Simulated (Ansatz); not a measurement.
# H3LiOSi2: single points off equilibrium

One table from this session's results is given with a row withheld; the runs are named, their logs left out.

Program: Ansatz 0.2.0, Gaussian basis. Level of theory: single points in def2-TZVPP. These are calculated values, not measurements.

Cores are frozen in the correlated methods. The outer core shell of Li, Na, Mg and K is correlated.

**Where the work starts**

SMILES `[Li][O][SiH]=[SiH2]`, 7 atoms, charge 0, spin multiplicity 1.

Atoms are counted from 1 here; the program's logs count them from 0.

Bond lengths: Li1–O2 1.831 Å, Li1–Si3 2.823 Å, Li1–Si4 2.635 Å, O2–Si3 1.623 Å, Si3–Si4 2.319 Å, Si3–H5 1.464 Å, Si4–H6 1.477 Å, Si4–H7 1.550 Å. Angles: O2–Li1–Si3 32.8°, O2–Li1–Si4 83.0°, Si3–Li1–Si4 50.1°, Li1–O2–Si3 109.4°, Li1–Si3–O2 37.7°, Li1–Si3–Si4 60.7°, Li1–Si3–H5 145.2°, O2–Si3–Si4 98.4°, O2–Si3–H5 107.7°, Si4–Si3–H5 153.6°, Li1–Si4–Si3 69.1°, Li1–Si4–H6 131.3°, Li1–Si4–H7 130.1°, Si3–Si4–H6 101.3°, Si3–Si4–H7 98.3°, H6–Si4–H7 98.1°.

Geometry (Å):

```xyz
7
charge 0, multiplicity 1
Li   -2.1249   -0.6667   -0.4801
O    -0.7725   -0.4058   -1.6869
Si    0.5667    0.0717   -0.9032
Si   -0.2828    0.0692    1.2543
H     1.6459    0.1710   -1.8870
H     0.7490   -0.7095    1.9697
H     0.1797    1.4863    1.6779
```

The first run:

File run/in.yaml:

```yaml
crystal:
  periodic: [false, false, false]
  atoms:
    - {symbol: Li, position_ang: [-2.124900, -0.666700, -0.480100]}
    - {symbol: O, position_ang: [-0.772500, -0.405800, -1.686900]}
    - {symbol: Si, position_ang: [0.566700, 0.071700, -0.903200]}
    - {symbol: Si, position_ang: [-0.282800, 0.069200, 1.254300]}
    - {symbol: H, position_ang: [1.645900, 0.171000, -1.887000]}
    - {symbol: H, position_ang: [0.749000, -0.709500, 1.969700]}
    - {symbol: H, position_ang: [0.179700, 1.486300, 1.677900]}
basis:
  gaussian: {orbitals: def2-TZVPP}
correlation: {method: ccsd_t}
output: {forces: true}
```

No record of the launch command was kept for these runs.

Among the steps run: CCSD(T)/def2-TZVPP; PBE0-D4/def2-TZVPP; wB97M-V/def2-TZVPP; r2SCAN-D4/def2-TZVPP; PBE-D4/def2-TZVPP; CAM-B3LYP-D4/def2-TZVPP; BHLYP-D4/def2-TZVPP.

One of the session's tables, all rows but one given; the rest of the session is left out.

| method | RMS force component (eV/Å) | angle to CCSD(T) forces (°) | dipole (D) |
| --- | --- | --- | --- |
| CCSD(T) | 0.803 | reference | 3.03 |
| PBE0-D4 | 0.880 | 7.6 | 2.80 |
| wB97M-V | 0.858 | 5.3 | 2.85 |
| r2SCAN-D4 | ? | ? | ? |
| PBE-D4 | 0.688 | 17.2 | 2.93 |
| CAM-B3LYP-D4 | 0.920 | 6.9 | 2.69 |
| BHLYP-D4 | 1.046 | 11.0 | 2.64 |

Estimate the missing values for r2SCAN-D4.

The run gave: RMS force component (eV/Å): 0.835; angle to CCSD(T) forces (°): 8.4; dipole (D): 2.98. In the column «RMS force component (eV/Å)» it lies between CCSD(T) (0.803) and wB97M-V (0.858).
